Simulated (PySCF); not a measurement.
# One shape, several levels: CH2FNO2Si (SMILES O=C1N[Si]1(O)F)

We compute a comparison of 6 runs (HF/STO-3G, M06-2X/6-31G, B3LYP/6-31G*, CAM-B3LYP/6-311+G**, MP2/6-31G*, CCSD/3-21G) of CH2FNO2Si. The job is set up through a Python script.

Program for the calculation: PySCF 2.14.0.

### Step 1. The molecule

CH2FNO2Si: 8 atoms, total charge 0, spin state singlet. SMILES: `O=C1N[Si]1(O)F`. The coordinates come from a PBE0-D4/def2-TZVP relaxation. This is one conformer, not always the lowest.

Bond lengths: O1–C2 1.191 Å, C2–N3 1.397 Å, C2–Si4 1.840 Å, N3–Si4 1.705 Å, Si4–O5 1.617 Å, Si4–F6 1.577 Å, N3–H7 1.015 Å, O5–H8 0.959 Å. Some angles: O1–C2–N3 133.9°, O1–C2–Si4 164.3°, N3–C2–Si4 61.8°, C2–N3–Si4 72.0°, C2–Si4–N3 46.2°, C2–Si4–O5 130.4°, C2–Si4–F6 124.3°, N3–Si4–O5 122.4°, N3–Si4–F6 117.9°, O5–Si4–F6 103.7°.

### Step 2. Energy and forces at HF/STO-3G (run 1)

Contents of job.py:

```python
import pyscf.grad
from pyscf import gto

mol = gto.M(
    atom='''
O      3.754697     2.074541     1.846829
C      1.865727     1.062782     1.159725
N      1.071286    -1.453199     1.051822
Si    -1.312793     0.392874    -0.081258
O     -2.312458     0.187461    -2.962335
F     -3.816491     0.580902     1.523686
H      1.997252    -3.027152     1.636881
H     -1.072798     0.073888    -4.280419
''',
    basis='sto-3g',
    verbose=4,
    unit='bohr',
    max_memory=1860,
)

mf = mol.RHF()
mf.conv_tol = 1e-10
mf.kernel()
if not mf.converged:
    mf = mf.newton().run(mf.mo_coeff, mf.mo_occ)

e_final = mf.e_tot
print('E = %.10f Eh' % e_final)
grad = mf.Gradients().kernel()
dip = mf.dip_moment()
pop, q = mf.mulliken_pop()
```

Run with:

```
$ OMP_NUM_THREADS=1 python job.py
```

Log:

```text
PySCF version 2.14.0

[... 66 lines left out ...]
converged SCF energy = -623.596682970163
[... 12 lines left out ...]
Dipole moment(X, Y, Z, Debye): -0.74731, -1.05884, -1.73532
[... 45 lines left out ...]
charge of    7H =      0.19830
```

Run time: 3.3 s. Hardware: 1 thread of Intel Xeon at 2.70GHz, shared host; peak memory 0.12 GiB.

### Step 3. Energy and forces at M06-2X/6-31G (run 2)

Contents of calc.py:

```python
import pyscf.grad
from pyscf import gto, dft

molecule = gto.M(
    atom='''
O    1.986900   1.097800   0.977300
C    0.987300   0.562400   0.613700
N    0.566900  -0.769000   0.556600
Si  -0.694700   0.207900  -0.043000
O   -1.223700   0.099200  -1.567600
F   -2.019600   0.307400   0.806300
H    1.056900  -1.601900   0.866200
H   -0.567700   0.039100  -2.265100
''',
    spin=0,
    verbose=3,
    max_memory=1860,
    basis='6-31g',
    charge=0,
)

mf = dft.RKS(molecule, xc='m06-2x')
mf.conv_tol = 1e-10
mf.grids.level = 5
mf.kernel()
if not mf.converged:
    mf = mf.newton().run(mf.mo_coeff, mf.mo_occ)

e_final = mf.e_tot
print(f'total energy: {e_final:.8f} hartree')
grad = mf.Gradients().kernel()
mf.analyze()
```

Run with:

```
$ OMP_NUM_THREADS=1 python calc.py
```

Log:

```text
converged SCF energy = -633.56350751823
[... 15 lines left out ...]
MO #6   energy= -10.6897912151252  occ= 2
[... 7 lines left out ...]
MO #14  energy= -1.07159600568484  occ= 2
[... 7 lines left out ...]
MO #22  energy= -0.522220105875948 occ= 2
[... 7 lines left out ...]
MO #30  energy= 0.0644178569395419 occ= 0
[... 7 lines left out ...]
MO #38  energy= 0.336281813599757  occ= 0
[... 7 lines left out ...]
MO #46  energy= 0.908424127226767  occ= 0
[... 7 lines left out ...]
MO #54  energy= 1.20288429228821   occ= 0
[... 7 lines left out ...]
MO #62  energy= 1.97420374311855   occ= 0
[... 9 lines left out ...]
Dipole moment(X, Y, Z, Debye):  0.83366, -2.28280, -2.18607
```

Run time: 46 s. Hardware: 1 thread of Intel Xeon at 2.70GHz, shared host; peak memory 0.63 GiB.

Runs 3 to 5 aren't shown in full; the table further down has their settings and results.

### Step 4. A single-point energy at CCSD/3-21G (run 6)

Contents of calc.py:

```python
# O=C1N[Si]1(O)F
from pyscf import gto, scf, cc

mol = gto.M(
    atom='''
O      1.986900     1.097800     0.977300
C      0.987300     0.562400     0.613700
N      0.566900    -0.769000     0.556600
Si    -0.694700     0.207900    -0.043000
O     -1.223700     0.099200    -1.567600
F     -2.019600     0.307400     0.806300
H      1.056900    -1.601900     0.866200
H     -0.567700     0.039100    -2.265100
''',
    basis='3-21g',
    max_memory=1860,
    verbose=3,
)

myscf = scf.RHF(mol)
myscf.conv_tol = 1e-10
myscf.kernel()
if not myscf.converged:
    myscf = myscf.newton().run(myscf.mo_coeff, myscf.mo_occ)

mycc = cc.CCSD(myscf, frozen=10)
mycc.kernel()
etot = mycc.e_tot
print('Final energy', etot)
dip = myscf.dip_moment()
pop, q = myscf.mulliken_pop()
```

Run with:

```
$ OMP_NUM_THREADS=1 python calc.py
```

Log:

```text
converged SCF energy = -628.228074620924
E(CCSD) = -628.8357424586009  E_corr = -0.6076678376766861
Final energy -628.8357424586009
Dipole moment(X, Y, Z, Debye):  0.23868, -1.96619, -2.40507
 ** Mulliken pop  **
pop of  0 O 1s            1.98737
pop of  0 O 2s            0.43038
pop of  0 O 3s            1.55491
pop of  0 O 2px           0.67720
pop of  0 O 2py           0.78707
pop of  0 O 2pz           0.61441
pop of  0 O 3px           0.80147
pop of  0 O 3py           0.92948
pop of  0 O 3pz           0.81464
pop of  1 C 1s            1.98826
pop of  1 C 2s            0.39297
pop of  1 C 3s            0.79703
pop of  1 C 2px           0.59096
pop of  1 C 2py           0.52335
pop of  1 C 2pz           0.38709
pop of  1 C 3px           0.34266
pop of  1 C 3py           0.16579
pop of  1 C 3pz           0.44772
pop of  2 N 1s            1.98830
pop of  2 N 2s            0.34784
pop of  2 N 3s            1.39809
pop of  2 N 2px           0.60807
pop of  2 N 2py           0.56142
pop of  2 N 2pz           0.64906
pop of  2 N 3px           0.87019
pop of  2 N 3py           0.64461
pop of  2 N 3pz           0.99042
pop of  3 Si 1s           1.99836
pop of  3 Si 2s           1.96846
pop of  3 Si 3s           0.62586
pop of  3 Si 4s           0.16337
pop of  3 Si 2px          1.95311
pop of  3 Si 2py          1.95568
pop of  3 Si 2pz          1.95529
pop of  3 Si 3px          0.44006
pop of  3 Si 3py          0.39750
pop of  3 Si 3pz          0.39851
pop of  3 Si 4px          0.05994
pop of  3 Si 4py          0.17811
pop of  3 Si 4pz          0.08205
pop of  4 O 1s            1.98525
pop of  4 O 2s            0.40678
pop of  4 O 3s            1.48133
pop of  4 O 2px           0.70527
pop of  4 O 2py           0.80080
pop of  4 O 2pz           0.61402
pop of  4 O 3px           0.96365
pop of  4 O 3py           1.08655
pop of  4 O 3pz           0.81505
pop of  5 F 1s            1.98469
pop of  5 F 2s            0.44024
pop of  5 F 3s            1.54114
pop of  5 F 2px           0.77563
pop of  5 F 2py           0.86240
pop of  5 F 2pz           0.82852
pop of  5 F 3px           0.97984
pop of  5 F 3py           1.06061
pop of  5 F 3pz           1.01811
pop of  6 H 1s            0.41600
pop of  6 H 2s            0.20449
pop of  7 H 1s            0.40911
pop of  7 H 2s            0.15342
 ** Mulliken atomic charges  **
charge of    0O =     -0.59693
charge of    1C =      0.36417
charge of    2N =     -1.05801
charge of    3Si =      1.82369
charge of    4O =     -0.85871
charge of    5F =     -0.49120
charge of    6H =      0.37951
charge of    7H =      0.43747
```

It took 7.5 s on 1 thread of Intel Xeon at 2.70GHz, shared host; peak memory 0.2 GiB.

### Step 5. All runs side by side

| run | level | integration grid | frozen core orbitals | energy (Eh) | dipole moment (D) of the reference | HOMO energy (eV) | LUMO energy (eV) | wall time |
| --- | --- | --- | --- | --- | --- | --- | --- | --- |
| 1 | HF/STO-3G | – | – | -623.596683 | 2.17 | -6.81 | 8.80 | 3.3 s |
| 2 | M06-2X/6-31G | 5 | – | -633.563508 | 3.27 | -8.81 | 0.46 | 46 s |
| 3 | B3LYP/6-31G* (spherical functions) | 5 | – | -633.909243 | 3.09 | -6.70 | -0.12 | 50 s |
| 4 | CAM-B3LYP/6-311+G** | 5 | – | -633.945499 | 3.27 | -8.80 | -0.15 | 3 min |
| 5 | MP2/6-31G* (spherical functions) | – | 10 | -632.524974 | 3.33 | -10.57 | 3.51 | 28 s |
| 6 | CCSD/3-21G | – | 10 | -628.835742 | 3.12 | -10.53 | 3.78 | 7.5 s |

### Step 6. Results

| quantity | value |
| --- | --- |
| run 6: total energy | -628.83574 Eh |
| run 6: dipole moment (Hartree–Fock density) | 3.12 D |
| run 6: HOMO energy (Hartree–Fock orbitals) | -10.53 eV |
| run 6: LUMO energy (Hartree–Fock orbitals) | 3.78 eV |
| run 6: HOMO–LUMO gap (Hartree–Fock orbitals) | 14.31 eV |
| run 6: correlation energy (10 core orbitals frozen) | -607.7 mEh |
| run 6: T1 diagnostic | 0.017 |

What this shows: Over runs 1, 2, 3, 4 the dipole moment (its size) runs from 2.17 D (HF/STO-3G) to 3.27 D (CAM-B3LYP/6-311+G**). The two ends differ in method and basis. Over runs 1, 2, 3, 4 the HOMO–LUMO gap runs from 6.57 eV (B3LYP/6-31G*) to 15.62 eV (HF/STO-3G). Totals of different functionals can't be ranked against each other. In run 1 the basis is minimal, so the values are rough. All runs together took 5.2 min, the longest 3 min.
